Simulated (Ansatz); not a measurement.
## TaVN2 in Ansatz: the effect of starting spin order

Crystal: TaVN2.

```
Ta V N
1.0
     3.04987    0.00000    0.00000
     0.00000    3.04987    0.00000
     0.00000    0.00000    4.29606
Ta V N
1 1 2
Direct
  0.00000 0.00000 0.00000
  0.50000 0.50000 0.50000
  0.50000 0.50000 0.00000
  0.00000 0.00000 0.50000
```

The cell comes from a database or a generator and needn't be the stable form of this composition.

Alike in all runs:

| Item | Value |
| --- | --- |
| Program | Ansatz 0.2.0 |
| Task | single point |
| Functional | PBEsol |
| Potentials or basis | Ansatz PAW |
| Cutoff | 420 eV (not typed: the program's choice for these potentials) |
| k mesh | 9 × 9 × 6 |
| Occupations | fermi-dirac, width 0.05 eV |

One run gave: energy over the lowest run 3.7 meV/atom; final net moment 0.00 μB; final largest site moment 0.00 μB. Which starting spin order did it use?
A. fm
B. random
C. spin off
D. ferromagnetic start, larger moments

C.

| starting spin order | spin | starting moments | energy over the lowest run (meV/atom) | final net moment (μB) | final largest site moment (μB) |
| --- | --- | --- | --- | --- | --- |
| spin off | no spin polarisation | - | 3.7 | 0.00 | 0.00 |
| fm | collinear spin, ferromagnetic start | [0.0, 2.0, 0.0, 0.0] μB | 0.0 | 0.90 | 0.74 |
| random | collinear spin, random start | [0.0, 1.46, 0.0, 0.0] μB | 0.0 | 0.90 | 0.74 |
| ferromagnetic start, larger moments | collinear spin, ferromagnetic start | [0.0, 3.5, 0.0, 0.0] μB | 0.0 | 0.90 | 0.74 |

Runs at the PBE level aren't shown here.
